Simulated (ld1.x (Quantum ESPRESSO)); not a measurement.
# In: generating and testing a TM potential

Task: generate the file, and judge it by its errors in other configurations, its logarithmic derivatives, its ghosts and its cutoff.

Program: ld1.x (Quantum ESPRESSO) 7.5. Reference atom: PBE, scalar-relativistic, spherical and spin-unpolarised. All values are calculated.

## 1. Settings

Typed settings, in words:

```
element                 : indium (In, Z = 49)
type                    : norm-conserving Troullier–Martins (Kleinman–Bylander form)
frozen core             : [Kr]
valence charge          : 13
reference configuration : 4d10 5s0 5p0 (charge +3)
partial waves           : 5s (bound, empty): rc 1.95 bohr; 5p (bound, empty): rc 2.15 bohr; 4d (bound): rc 1.35 bohr
local potential         : the d channel
core correction         : Bessel-smoothed model core inside 0.95 bohr
```

The nodes and maxima of the atom's own shells, from an earlier all-electron run, set the scale for the radii.

All-electron outer shells of the reference configuration (PBE, scalar-relativistic, ld1.x):

```
shell  level (eV)  outermost node (bohr)  outermost maximum (bohr)
   4p     -107.75                   0.42                      0.82
   4d      -47.89                   0.40                      0.92
   5s      -33.06                   1.02                      1.98
   5p      -24.67                   1.12                      2.33
   4f       -9.24                      –                      3.70
```

## 2. The generation run

Contents of In.in:

```
 &input
   title='In', zed=49., rel=1, dft='PBE', iswitch=3,
   config='[Kr] 4d10 5s0 5p0',
   nld=3, rlderiv=2.35, eminld=-6.0, emaxld=5.0, deld=0.02
 /
 &inputp
   pseudotype=2, tm=.true., lloc=2,
   nlcc=.true., new_core_ps=.true., rcore=0.95,
   file_pseudopw='In.UPF', file_wfcaegen='ae.wfc', file_wfcncgen='nc.wfc', file_beta='beta', file_chi='chi'
 /
3
5S  1  0   0.00   0.00  1.95  1.95  0.0
5P  2  1   0.00   0.00  2.15  2.15  0.0
4D  3  2  10.00   0.00  1.35  1.35  0.0
 &test
   configts(1)='4d10 5s0 5p0'
 /
```

Started as:

```bash
ld1.x < In.in > In.out
```

What the program wrote to In.out (without the banner and most projector matrices):

```text
     Program LD1 v.7.5
     --------------------------- All-electron run ----------------------------

     In
     scalar relativistic calculation

     atomic number is 49.00
     dft =PBE   lsd =0 sic =0 latt =0  beta=0.20 tr2=1.0E-14
     Exchange-correlation= PBE
                           (   1   4   3   4   0   0   0)
     mesh =1241 r(mesh) = 100.30140 a.u. xmin = -7.00 dx = 0.01250
     1 Ry =  13.60569312 eV, c = 137.03599908

     n l     nl                  e(Ry)          e(Ha)          e(eV)
     1 0     1S 1( 2.00)     -2042.1141     -1021.0571    -27784.3781
     2 0     2S 1( 2.00)      -307.6128      -153.8064     -4185.2850
     2 1     2P 1( 6.00)      -276.3181      -138.1591     -3759.4994
     3 0     3S 1( 2.00)       -60.1384       -30.0692      -818.2249
     3 1     3P 1( 6.00)       -49.8903       -24.9451      -678.7918
     4 0     4S 1( 2.00)       -10.9726        -5.4863      -149.2892
     4 1     4P 1( 6.00)        -7.9193        -3.9597      -107.7479
     3 2     3D 1(10.00)       -33.9822       -16.9911      -462.3515
     4 2     4D 1(10.00)        -3.5197        -1.7598       -47.8874
     5 0     5S 1( 0.00)        -2.4301        -1.2151       -33.0635
     5 1     5P 1( 0.00)        -1.8135        -0.9068       -24.6740

     final scf error:  7.7E-16 reached in  24 iterations

     Etot =  -11759.388675 Ry,   -5879.694338 Ha, -159994.633626 eV

     Ekin =   12257.157983 Ry,    6128.578991 Ha,  166767.130073 eV
     Encl =  -28333.691591 Ry,  -14166.845795 Ha, -385499.512829 eV
     Eh   =    4634.705089 Ry,    2317.352545 Ha,   63058.375161 eV
     Exc  =    -317.560156 Ry,    -158.780078 Ha,   -4320.626031 eV

     normalization and overlap integrals

     s(1S/1S) =  1.000000  <r> =   0.0297  <r2> =    0.0012  r(max) =   0.0192
     s(2S/2S) =  1.000000  <r> =   0.1285  <r2> =    0.0195  r(max) =   0.1090
     s(2P/2P) =  1.000000  <r> =   0.1122  <r2> =    0.0154  r(max) =   0.0870
     s(3S/3S) =  1.000000  <r> =   0.3486  <r2> =    0.1389  r(max) =   0.3153
     s(3P/3P) =  1.000000  <r> =   0.3471  <r2> =    0.1399  r(max) =   0.3075
     s(4S/4S) =  1.000000  <r> =   0.8479  <r2> =    0.8137  r(max) =   0.7658
     s(4P/4P) =  1.000000  <r> =   0.9205  <r2> =    0.9686  r(max) =   0.8152
     s(3D/3D) =  1.000000  <r> =   0.3243  <r2> =    0.1250  r(max) =   0.2581
     s(4D/4D) =  1.000000  <r> =   1.1504  <r2> =    1.5673  r(max) =   0.9237
     s(5S/5S) =  1.000000  <r> =   2.2231  <r2> =    5.5368  r(max) =   1.9802
     s(5P/5P) =  1.000000  <r> =   2.6052  <r2> =    7.6135  r(max) =   2.3296

     ------------------------ End of All-electron run ------------------------

     --------------------- Generating NC pseudopotential ---------------------

      Generating local pot.: lloc=2, matching radius rcloc =   1.3500

      Computing core charge for nlcc:

       r > 0.96 : true rho core
      Core charge pseudized with two Bessel functions
      Integrated core pseudo-charge :  12.02

      Wfc   5S  rcut= 1.931  Using Troullier-Martins method

      Wfc   5P  rcut= 2.134  Using Troullier-Martins method

     ------------------- End of pseudopotential generation -------------------

     [... the all-electron block is printed once more ...]


     Computing logarithmic derivative in   2.34421
     Computing logarithmic derivative in   2.34421
     Computing the partial wave expansion
     R is outside the sphere for l=    0 j= 0.00
     R is outside the sphere for l=    1 j= 0.00
       no projector for channel:   2

     ---------------------- Testing the pseudopotential ----------------------

     In
     scalar relativistic calculation

     atomic number is 49.00   valence charge is 13.00
     dft =PBE   lsd =0 sic =0 latt =0  beta=0.20 tr2=1.0E-14
     mesh =1241 r(mesh) = 100.30140 xmin = -7.00 dx = 0.01250

     n l     nl             e AE (Ry)        e PS (Ry)    De AE-PS (Ry)
     3 2     4D   1(10.00)       -3.51966       -3.51968        0.00002
     1 0     5S   1( 0.00)       -2.43012       -2.43013        0.00000
     2 1     5P   1( 0.00)       -1.81351       -1.81351       -0.00000

     eps = 2.3E-15  iter = 17

     Etot =  -11759.388675 Ry,   -5879.694338 Ha, -159994.633626 eV
     Etotps =  -135.666766 Ry,     -67.833383 Ha,   -1845.840382 eV

     Ekin =      91.241514 Ry,      45.620757 Ha,    1241.404040 eV
     Encl =    -260.797958 Ry,    -130.398979 Ha,   -3548.336986 eV
     Ehrt =      78.076623 Ry,      39.038312 Ha,    1062.286573 eV
     Ecxc =     -44.186945 Ry,     -22.093472 Ha,    -601.194010 eV
     (Ecc =     -24.391855 Ry,     -12.195927 Ha,    -331.868092 eV)

     ---------------------- End of pseudopotential test ----------------------
```

Wall time 1.2 s (1 thread of Neoverse-V2, shared host). (Generation and the later configuration tests together.)

Partial waves on a coarse radial grid (AE all-electron, PS pseudo):

| r (bohr) | 4d AE | 4d PS |
| --- | --- | --- |
| 0.108 | -0.3071 | 0.0090 |
| 0.215 | -0.5200 | 0.0659 |
| 0.322 | -0.2937 | 0.1959 |
| 0.430 | 0.1103 | 0.3915 |
| 0.538 | 0.4870 | 0.6116 |
| 0.645 | 0.7589 | 0.8048 |
| 0.752 | 0.9220 | 0.9385 |
| 0.860 | 0.9956 | 1.0029 |
| 0.968 | 1.0039 | 1.0075 |
| 1.075 | 0.9705 | 0.9718 |
| 1.182 | 0.9126 | 0.9128 |
| 1.290 | 0.8412 | 0.8412 |
| 1.398 | 0.7646 | 0.7646 |
| 1.505 | 0.6884 | 0.6884 |
| 1.612 | 0.6149 | 0.6149 |
| 1.720 | 0.5452 | 0.5452 |
| 1.828 | 0.4809 | 0.4809 |
| 1.935 | 0.4228 | 0.4228 |
| 2.042 | 0.3705 | 0.3705 |
| 2.150 | 0.3232 | 0.3232 |
| 2.258 | 0.2812 | 0.2812 |
| 2.365 | 0.2444 | 0.2444 |
| 2.472 | 0.2119 | 0.2119 |
| 2.580 | 0.1832 | 0.1832 |
| 2.688 | 0.1580 | 0.1580 |
| 2.795 | 0.1362 | 0.1362 |

(Part 1 of 2 ends here.)
